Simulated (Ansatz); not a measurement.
# SnCl in Ansatz: the effect of target pressure

The system is SnCl.

```
Sn Cl
1.0
     3.49755    0.00000    0.00000
    -1.74877    3.02896    0.00000
     0.00000    0.00000   10.06221
Sn Cl
2 2
Direct
  0.66667 0.33333 0.82051
  0.33333 0.66667 0.32051
  0.66667 0.33333 0.55449
  0.33333 0.66667 0.05449
```

The cell comes from a database or a generator and needn't be the stable form of this composition.

Alike in all runs:

```yaml
Program: Ansatz 0.2.0
Task: relaxation of cell and atoms
Functional: PBE
Potentials_or_basis: Ansatz PAW
Cutoff: "420 eV (not typed: the program's choice for these potentials)"
k_mesh: 9 × 9 × 3
Occupations: fermi-dirac, width 0.05 eV
Spin: no spin polarisation
```

Each run relaxes the cell or the atoms first.

```tsv
target pressure	relaxed volume (Å³/atom)
0 GPa	27.14
2 GPa	25.24
5 GPa	?
10 GPa	21.93
20 GPa	19.80
30 GPa	18.41
```

**Question.** What does the run with target pressure 5 GPa give?

**Answer.** Relaxed volume 23.64 Å³/atom.

Worked out: A parabola through the other rows of the relaxed volume, of slope -0.454 Å³/atom per GPa there, gives 24.21 Å³/atom, against the run's 23.64.

Caveats: the plane-wave basis is chosen anew once the cell has moved, so the energies of steps on either side of that aren't comparable; the volume moved by over 15 % at a fixed basis, so the end points are rough (some runs).
